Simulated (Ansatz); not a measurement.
# ZnFe: the cost of one run

Method: DFT, r2SCAN, PAW with Ansatz's default frozen-core files, scalar-relativistic, in Ansatz 0.2.0.

## (1) Starting point

It takes space group P4/mmm (No. 123, tetragonal). Conventional cell: a = 2.542 Å, b = 2.542 Å, c = 3.870 Å, α = 90.00°, β = 90.00°, γ = 90.00°. Zn (site symmetry 4/mmm) has 4 Zn at 2.54 Å and 8 Fe at 2.64 Å as nearest neighbours. Around Fe (site symmetry 4/mmm) lie 4 Fe at 2.54 Å and 8 Zn at 2.64 Å.

Structure file:

```cif
data_structure
_symmetry_space_group_name_H-M 'P4/mmm'
_symmetry_Int_Tables_number 123
_cell_length_a 2.5416
_cell_length_b 2.5416
_cell_length_c 3.8702
_cell_angle_alpha 90.000
_cell_angle_beta 90.000
_cell_angle_gamma 90.000
_cell_volume 25.00
loop_
_atom_site_label
_atom_site_type_symbol
_atom_site_symmetry_multiplicity
_atom_site_Wyckoff_symbol
_atom_site_fract_x
_atom_site_fract_y
_atom_site_fract_z
_atom_site_occupancy
Zn1 Zn 1 d 0.50000 0.50000 0.50000 1
Fe1 Fe 1 a 0.00000 0.00000 0.00000 1
```

The file gives the conventional cell by its symmetry; the runs use the cell typed in the input.

Atoms are numbered in the order of the input: Zn1, Fe2.

## (2) Free moments from the typed start, PAW

Input file input.yaml:

```yaml
crystal:
  lattice:
    - [2.54160215, 0.0, 0.0]
    - [0.0, 2.54160215, 0.0]
    - [0.0, 0.0, 3.87015134]
  atoms:
    - { symbol: Zn, position: [0.5, 0.5, 0.5] }
    - { symbol: Fe, position: [0.0, 0.0, 0.0], spin: 3.0 }
magnetization:
  spin_polarized: true
kpoints:
  mp_grid: { grid: [11, 11, 8] }
scf:
  occupations: { method: fermi_dirac, width: 0.08 }
  lower_state_search: "off"
hamiltonian:
  xc: r2scan
  pseudopotentials: { kind: paw }
output:
  forces: true
  stress: true
  eigenvalues: true
  populations: true
  write_density: true
  write_potential: true
  elf: true
  volumetric_format: npy
```

Launch:

```sh
$ ansatz run input.yaml --threads 1 --pin off --max-ram 3072MiB --backend cpu --events-out ev --progress --plain --runs-dir out
```

What time and memory should one allow on 1 thread of Arm Neoverse V1, shared host?

About 31 s, with a peak of 0.44 GiB.
